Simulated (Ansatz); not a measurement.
Run this with Ansatz's Python interface and show what comes out.

The script, `run_md.py`:
```python
# -*- coding: utf-8 -*-
"""Molecular dynamics of one CH4Ge molecule."""

import ansatz
import numpy as np

BASIS_SET = "def2-SVP"
XC = "PBE"
N_STEPS = 20
TEMPERATURE_K = 800


def main():
    geometry_ang = [
        ("C", (-0.0717, -0.4574, -0.4196)),
        ("Ge", (0.7359, 0.2977, 1.1597)),
        ("H", (-1.2484, -0.4672, -0.2798)),
        ("H", (0.349, -1.4168, -0.6455)),
        ("H", (0.0919, 0.2454, -1.3117)),
        ("H", (0.1854, 1.7343, 1.4506)),
    ]
    ch4ge = ansatz.Crystal.molecule()
    for symbol, xyz in geometry_ang:
        ch4ge = ch4ge.atom(symbol, xyz)

    calculation = (
        ch4ge.calculation()
        .basis(gaussian=BASIS_SET)
        .functional(XC)
        .md("nve", timestep=0.5, steps=N_STEPS, temperature=TEMPERATURE_K, initial_velocities="maxwell_boltzmann", seed=18)
    )
    frames = []
    outcome = calculation.session().plan().execute(on_event=lambda e: frames.append(e["data"]) if e["event"] == "md_step" else None)
    print("t (fs)   E_pot (eV)      E_kin (eV)   T (K)   d(0-1) (A)")
    for f in frames[::2]:
        xyz = np.array(f["positions_ang"])
        print(f"{f['time_fs']:6.2f} {f['lagrangian_ev']:14.5f} {f['e_kin_ev']:10.5f} {f['temperature_k']:8.1f} {np.linalg.norm(xyz[0] - xyz[1]):9.4f}")
    kept = np.array([f["conserved_ev"] for f in frames])
    print(f"conserved energy moves by at most {1000 * np.ptp(kept):.3f} meV")


if __name__ == "__main__":
    main()
```

```console
$ python run_md.py
t (fs)   E_pot (eV)      E_kin (eV)   T (K)   d(0-1) (A)
  0.00   -57600.61380    0.41363    800.0    1.9278
  1.00   -57600.58627    0.38622    747.0    1.9343
  2.00   -57600.59547    0.39456    763.1    1.9416
  3.00   -57600.59214    0.39043    755.1    1.9497
  4.00   -57600.53060    0.32918    636.7    1.9583
  5.00   -57600.42839    0.22828    441.5    1.9671
  6.00   -57600.36170    0.16254    314.4    1.9755
  7.00   -57600.38416    0.18442    356.7    1.9833
  8.00   -57600.46394    0.26307    508.8    1.9905
  9.00   -57600.53505    0.33382    645.6    1.9973
 10.00   -57600.57380    0.37307    721.6    2.0040
conserved energy moves by at most 2.571 meV
```

Caveats:
- Total energies depend on the basis set; only differences at equal settings carry meaning.
- The trajectory is only some femtoseconds long, so its temperature is not equilibrated; where the script doesn't relax first, it starts from a rough generated geometry.
- The temperature counts the internal degrees of freedom alone.
- Finished in 13 s on 1 thread of Intel(R) Xeon(R) 6975P-C (Granite Rapids), on a shared host, peak memory 0.19 GiB.

(A comment or docstring line of the script was reworded after the run, the code is as it ran; lines on the test bed's own set-up are left out of the output.)
